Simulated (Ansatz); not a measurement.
# GeSb2Te4: the cost of one run

Program: Ansatz 0.2.0. Level of theory: DFT PBE, scalar-relativistic, plane waves, PAW. These are calculated values, not measurements.

## 1. The system as given

Symmetry: F-43m, No. 216, cubic system. The conventional cell has a = 10.158 Å, b = 10.158 Å, c = 10.158 Å, α = 90.00°, β = 90.00°, γ = 90.00°. Around Ge (site symmetry -43m) lie 4 Te at 2.10 Å. Sb (site symmetry -43m) has 4 Te at 2.30 Å as nearest neighbours. Sb (site symmetry -43m) has 12 Te at 4.19 Å and 4 Ge at 4.40 Å as nearest neighbours. Around Te (site symmetry 3m) lie 1 Ge at 2.10 Å and 1 Sb at 2.30 Å.

As a file:

```
Ge Sb Te
1.0
     0.00000    5.07883    5.07883
     5.07883    0.00000    5.07883
     5.07883    5.07883    0.00000
Ge Sb Te
1 2 4
Cartesian
  2.5394 2.5394 2.5394
  5.0788 5.0788 5.0788
  0.0000 0.0000 0.0000
  3.7491 3.7491 3.7491
  6.4085 6.4085 3.7491
  6.4085 3.7491 6.4085
  3.7491 6.4085 6.4085
```

Recipe of the guess: random cell by space group and Wyckoff sites (F-43m, No. 216). Lengths come from tabulated atomic sizes and are only a guess.

## 2. Probe: one point on a coarse mesh

input.yaml reads:

```yaml
crystal:
  lattice:
    - [0.0, 5.07882925, 5.07882925]
    - [5.07882925, 0.0, 5.07882925]
    - [5.07882925, 5.07882925, 0.0]
  atoms:
    - { symbol: Ge, position: [0.25, 0.25, 0.25] }
    - { symbol: Sb, position: [0.5, 0.5, 0.5] }
    - { symbol: Sb, position: [0.0, 0.0, 0.0] }
    - { symbol: Te, position: [0.36909181, 0.36909181, 0.36909181] }
    - { symbol: Te, position: [0.36909181, 0.36909181, 0.89272456] }
    - { symbol: Te, position: [0.36909181, 0.89272456, 0.36909181] }
    - { symbol: Te, position: [0.89272456, 0.36909181, 0.36909181] }
basis:
  ecutwfc: 420
kpoints:
  mp_grid: { grid: [4, 4, 4] }
hamiltonian:
  xc: pbe
scf:
  occupations: { method: gaussian, width: 0.1 }
  lower_state_search: "off"
output:
  forces: true
  stress: true
  eigenvalues: true
```

The run is started by

```bash
$ ansatz run input.yaml --threads 1 --pin off --max-ram 2560MiB --backend cpu --events-out ev --progress --plain --runs-dir out
```

**Question.** How long does this run take on 1 thread of AMD EPYC 7R13 (Zen 3), shared host, and how much memory does it need?

About 9.9 s, with a peak of 0.57 GiB.
